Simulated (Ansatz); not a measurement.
# TiCo: how the settings move a single-point run

Aim: see which settings change the result for TiCo, by how much, and at what cost.

Method: reference: DFT, PBEsol, PAW with Ansatz's default frozen-core files, scalar-relativistic, in Ansatz 0.2.0.

## 1. The structure to begin with

The structure is cubic, space group Pm-3m (No. 221). The conventional cell has a = 2.926 Å, b = 2.926 Å, c = 2.926 Å, α = 90.00°, β = 90.00°, γ = 90.00°. Around Ti (site symmetry m-3m) lie 8 Co at 2.53 Å. Co (site symmetry m-3m) is surrounded by 8 Ti at 2.53 Å.

As a file:

```
Ti Co
1.0
     2.92567    0.00000    0.00000
     0.00000    2.92567    0.00000
     0.00000    0.00000    2.92567
Ti Co
1 1
Direct
  0.00000 0.00000 0.00000
  0.50000 0.50000 0.50000
```

## 2. Baseline

input.yaml reads:

```yaml
crystal:
  lattice:
    - [2.9256713971, 0.0, 0.0]
    - [0.0, 2.9256713971, 0.0]
    - [0.0, 0.0, 2.9256713971]
  atoms:
    - { symbol: Ti, position: [0.0, 0.0, 0.0], spin: -1.0 }
    - { symbol: Co, position: [0.5, 0.5, 0.5], spin: 2.0 }
magnetization:
  spin_polarized: true
kpoints:
  mp_grid: { grid: [11, 11, 11] }
scf:
  occupations: { method: fermi_dirac, width: 0.03 }
hamiltonian:
  xc: pbesol
  pseudopotentials: { kind: paw }
output:
  forces: true
  stress: true
  eigenvalues: true
  efg: { contact_densities: true }
```

On the command line:

```console
ansatz run input.yaml --threads 1 --pin off --max-ram 3072MiB --backend cpu --events-out ev --progress --plain --runs-dir out
```

## 3. Variant: occupations.width 0.001, xc rpbe

input.yaml: that of step 2 with these lines changed.

```diff
@@ -13,5 +13,5 @@
 scf:
-  occupations: { method: fermi_dirac, width: 0.03 }
+  occupations: { method: fermi_dirac, width: 0.001 }
 hamiltonian:
-  xc: pbesol
+  xc: rpbe
   pseudopotentials: { kind: paw }
@@ -22 +22,5 @@
   efg: { contact_densities: true }
+  write_density: true
+  write_potential: true
+  elf: true
+  volumetric_format: npy
```

Before running it: what results should come out? Wanted: for each run, ending; energy change; pressure; abs. moment; force.

**Answer**, as computed:

| run | ending | energy change | pressure (GPa) | abs. moment (μB) | force (eV/Å) | cycles | time |
| --- | --- | --- | --- | --- | --- | --- | --- |
| reference | converged | - | 2.2 | 0.60 | 0.00 | 15 | 9.1 s |
| 1: occupations.width 0.001, xc rpbe | converged | not comparable | 16.6 | 1.05 | 0.00 | 10 | 8.7 s |

Times don't compare one to one where runs were asked for different outputs or read a saved state (see the inputs); cycles may leave out searches for a lower state.

Residual by cycle in the longest SCF loop of each run; runs are numbered as in the table. The quantity is the density residual dr2, in eV.

| cycle | reference | run 1 |
| --- | --- | --- |
| 1 | 2.22 | 1.72 |
| 2 | 0.787 | 0.454 |
| 4 | 0.0269 | 0.18 |
| 5 | 0.019 | 0.0188 |
| 6 | 0.0116 | 0.00182 |
| 7 | 4.9e-5 | 8.8e-4 |
| 9 | 4.8e-5 | 3.3e-8 |
| 10 | 1.7e-6 | 6.7e-8 |
| 11 | 1.6e-6 | - |
| 12 | 3.9e-7 | - |
| 14 | 4.3e-9 | - |
| 15 | 2.6e-9 | - |

Total energies don't compare across a change of functional; the pressure goes from 2.2 to 16.6 GPa and the absolute moment goes from 0.60 to 1.05 μB. The smearing changed too.
